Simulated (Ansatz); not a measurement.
# CH6GeOSi: the cost of one run

All numbers are computed with the Python package of Ansatz 0.2.0. Level of theory: B3LYP+D3(BJ)/def2-SVPD.

## (1) The system

Bond lengths: C1–O2 1.389 Å, O2–Si3 1.688 Å, C1–Ge4 1.981 Å, Si3–Ge4 2.271 Å, C1–H5 1.145 Å, C1–H6 1.169 Å, Si3–H7 1.504 Å, Si3–H8 1.443 Å, Ge4–H9 1.614 Å, Ge4–H10 1.475 Å. Angles (14 of 19 angles, heavy atoms first): C1–O2–Si3 97.3°, O2–C1–Ge4 109.5°, O2–Si3–Ge4 87.6°, C1–Ge4–Si3 65.7°, O2–C1–H5 110.2°, O2–C1–H6 109.6°, Ge4–C1–H5 111.0°, Ge4–C1–H6 111.6°, O2–Si3–H7 113.0°, O2–Si3–H8 114.5°, Ge4–Si3–H7 109.4°, Ge4–Si3–H8 112.6°, C1–Ge4–H9 110.6°, C1–Ge4–H10 114.0°.

The script holds or builds the structure itself.

## (2) The code

field.py reads:

```python
import ansatz as az
import numpy as np

BASIS_SET = "def2-SVPD"
XC = "b3lyp"
DISPERSION = "d3bj"


def main() -> None:
    geometry_ang = [
        ("C", (-0.7825, 0.6274, -0.6094)),
        ("O", (-1.0233, -0.7074, -0.9104)),
        ("Si", (0.1981, -1.3669, 0.05)),
        ("Ge", (0.7532, 0.7567, 0.6346)),
        ("H", (-0.5832, 1.2187, -1.5695)),
        ("H", (-1.746, 1.1076, -0.1536)),
        ("H", (1.3159, -1.9729, -0.7533)),
        ("H", (-0.2758, -2.1432, 1.1697)),
        ("H", (0.2496, 1.1223, 2.1243)),
        ("H", (1.977, 1.3064, 0.0206)),
    ]
    ch6geosi = az.Crystal.molecule()
    for symbol, xyz in geometry_ang:
        ch6geosi = ch6geosi.atom(symbol, xyz)

    calculation = ch6geosi.calculation().basis(gaussian=BASIS_SET).functional(XC, dispersion=DISPERSION).forces()
    centre = np.mean([site.position_ang for site in ch6geosi.cartesian_sites], axis=0)
    field = 2 * 14.399645 * 4.0 / 25.0 ** 2


    def dipole(axis, sign):
        arm = 25.0 * np.eye(3)[axis]
        pair = [{"charge": sign * 4.0, "position_ang": (centre - arm).tolist()}, {"charge": -sign * 4.0, "position_ang": (centre + arm).tolist()}]
        deck = calculation.input().set(az.key.basis.gaussian.point_charges, pair)
        return np.array(az.Session.from_dict(deck).plan().execute().report["charge_distribution"]["dipole_moment_e_ang"])


    print(f"field {field:.4f} V/A")
    alpha = np.array([(dipole(axis, 1) - dipole(axis, -1)) / (2 * field) * 14.399645 for axis in range(3)])
    print("polarisability tensor (A^3)")
    print(np.array2string(alpha, precision=3, suppress_small=True))
    print(f"mean {np.trace(alpha) / 3:.3f} A^3 = {np.trace(alpha) / 3 / 0.14818471:.2f} bohr^3")


if __name__ == "__main__":
    main()
```

## (3) The input behind the calls

The engine receives this input (first run):

```yaml
crystal:
  periodic: [false, false, false]
  atoms:
    - { symbol: C, position_ang: [-0.7825, 0.6274, -0.6094] }
    - { symbol: O, position_ang: [-1.0233, -0.7074, -0.9104] }
    - { symbol: Si, position_ang: [0.1981, -1.3669, 0.05] }
    - { symbol: Ge, position_ang: [0.7532, 0.7567, 0.6346] }
    - { symbol: H, position_ang: [-0.5832, 1.2187, -1.5695] }
    - { symbol: H, position_ang: [-1.746, 1.1076, -0.1536] }
    - { symbol: H, position_ang: [1.3159, -1.9729, -0.7533] }
    - { symbol: H, position_ang: [-0.2758, -2.1432, 1.1697] }
    - { symbol: H, position_ang: [0.2496, 1.1223, 2.1243] }
    - { symbol: H, position_ang: [1.977, 1.3064, 0.0206] }
basis:
  gaussian:
    orbitals: def2-SVPD
    point_charges:
      - { charge: 4.0, position_ang: [-24.9917, -0.005130000000000035, 0.00030000000000001624] }
      - { charge: -4.0, position_ang: [25.0083, -0.005130000000000035, 0.00030000000000001624] }
hamiltonian:
  xc: b3lyp
  dispersion: d3bj
output:
  forces: true
```

## (4) Running it

On the command line:

```
python field.py
```

What time and memory should one allow on 1 thread of Arm Neoverse V2, shared host?

About 56 s, with a peak of 0.47 GiB.
